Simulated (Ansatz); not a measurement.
# HfB3N: the cost of one run

Method: DFT PBE, scalar-relativistic, plane waves, PAW, in Ansatz 0.2.0.

1 further run of the same task is left out (it didn't finish).

## Step 1: The starting structure

The structure is cubic, space group Pm-3m (No. 221). The conventional cell has a = 3.781 Å, b = 3.781 Å, c = 3.781 Å, α = 90.00°, β = 90.00°, γ = 90.00°. Around Hf (site symmetry m-3m) lie 12 B at 2.67 Å. Around B (site symmetry 4/mmm) lie 2 N at 1.89 Å and 4 Hf at 2.67 Å and 8 B at 2.67 Å. Around N (site symmetry m-3m) lie 6 B at 1.89 Å.

Coordinates:

```cif
data_structure
_symmetry_space_group_name_H-M 'P 1'
_symmetry_Int_Tables_number 1
_cell_length_a 3.7805
_cell_length_b 3.7805
_cell_length_c 3.7805
_cell_angle_alpha 90.000
_cell_angle_beta 90.000
_cell_angle_gamma 90.000
_cell_volume 54.03
loop_
_atom_site_label
_atom_site_type_symbol
_atom_site_fract_x
_atom_site_fract_y
_atom_site_fract_z
_atom_site_occupancy
Hf1 Hf 0.00000 0.00000 0.00000 1
B1 B 0.50000 0.50000 0.00000 1
B2 B 0.50000 0.00000 0.50000 1
B3 B 0.00000 0.50000 0.50000 1
N1 N 0.50000 0.50000 0.50000 1
```

Recipe of the guess: species swapped into a database cell of Ti3AlC (Pm-3m, No. 221), with B on the Ti sites, Hf on the Al sites and N on the C sites. The dimensions are guesses.

## Step 2: Probe: one point on a coarse mesh

Contents of input.yaml:

```yaml
crystal:
  lattice:
    - [3.78050981, 0.0, 0.0]
    - [0.0, 3.78050981, 0.0]
    - [0.0, 0.0, 3.78050981]
  atoms:
    - { symbol: Hf, position: [0.0, 0.0, 0.0] }
    - { symbol: B, position: [0.5, 0.5, 0.0] }
    - { symbol: B, position: [0.5, 0.0, 0.5] }
    - { symbol: B, position: [0.0, 0.5, 0.5] }
    - { symbol: "N", position: [0.5, 0.5, 0.5] }
basis:
  ecutwfc: 420
kpoints:
  mp_grid: { grid: [4, 4, 4] }
hamiltonian:
  xc: pbe
scf:
  occupations: { method: gaussian, width: 0.1 }
  lower_state_search: "off"
output:
  forces: true
  stress: true
  eigenvalues: true
```

Run with:

```
ansatz run input.yaml --threads 1 --pin off --max-ram 2560MiB --backend cpu --events-out ev --progress --plain --runs-dir out
```

What time and memory should one allow on 1 thread of Arm Neoverse N1, shared host?

About 2.4 s, with a peak of 0.3 GiB.
